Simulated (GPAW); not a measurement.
A run of GPAW 26.7.0 is set up as follows.

run.py

```python
from ase import Atoms
from ase.calculators.mixing import SumCalculator
from ase.eos import EquationOfState
from ase.io import Trajectory
from ase.units import GPa
from dftd3.ase import DFTD3
from gpaw import GPAW, PW, setup_paths

setup_paths.insert(0, '.')

atoms = Atoms(['Sc', 'F', 'F', 'F'],
              cell=[[4.01245, 0.0, 0.0],
                    [0.0, 4.01245, 0.0],
                    [0.0, 0.0, 4.01245]],
              scaled_positions=[[0.0, 0.0, 0.0],
                                [0.0, 0.0, 0.5],
                                [0.0, 0.5, 0.0],
                                [0.5, 0.0, 0.0]],
              pbc=True)

traj = Trajectory('eos.traj', 'w')
volumes, energies = [], []
for x in [0.94, 0.96, 0.98, 1.0, 1.02, 1.04, 1.06]:
    a = atoms.copy()
    a.set_cell(atoms.cell * x**(1 / 3), scale_atoms=True)
    calc = GPAW(mode=PW(800),
                xc='PBEsol',
                kpts={'size': (6, 6, 6), 'gamma': True},
                occupations={'name': 'fermi-dirac', 'width': 0.05},
                nbands=30,
                convergence={'density': 1e-05, 'energy': 1e-05},
                maxiter=150,
                txt=f'eos-{x:.2f}.txt')
    a.calc = SumCalculator([calc, DFTD3(method='pbesol', damping='d3zero')])
    energies.append(a.get_potential_energy())
    volumes.append(a.get_volume())
    p = -a.get_stress()[:3].mean() / GPa
    calc.write(f'eos-{x:.2f}.gpw')
    traj.write(a)
    print(f'{x:.2f} {volumes[-1]:10.4f} A^3 {energies[-1]:14.6f} eV {p:9.3f} GPa', flush=True)

v0, e0, B = EquationOfState(volumes, energies, eos='birchmurnaghan').fit()
print(f'V0 = {v0:.4f} A^3, E0 = {e0:.6f} eV, B0 = {B / GPa:.2f} GPa')
```

Potentials or basis: PAW data sets generated in the run's folder for this functional, pw.

The run is started by

```bash
$ gpaw-setup -f PBEsol F Sc
$ OMP_NUM_THREADS=1 python run.py
```

(1) Predict the equilibrium volume.

(2) Estimate the bulk modulus.

(3) Predict the pressure derivative of the bulk modulus.

## Answers

(1) 16.21 Å³/atom.

(2) 98 GPa.

(3) 4.1 (rough: it moves with the points fitted).
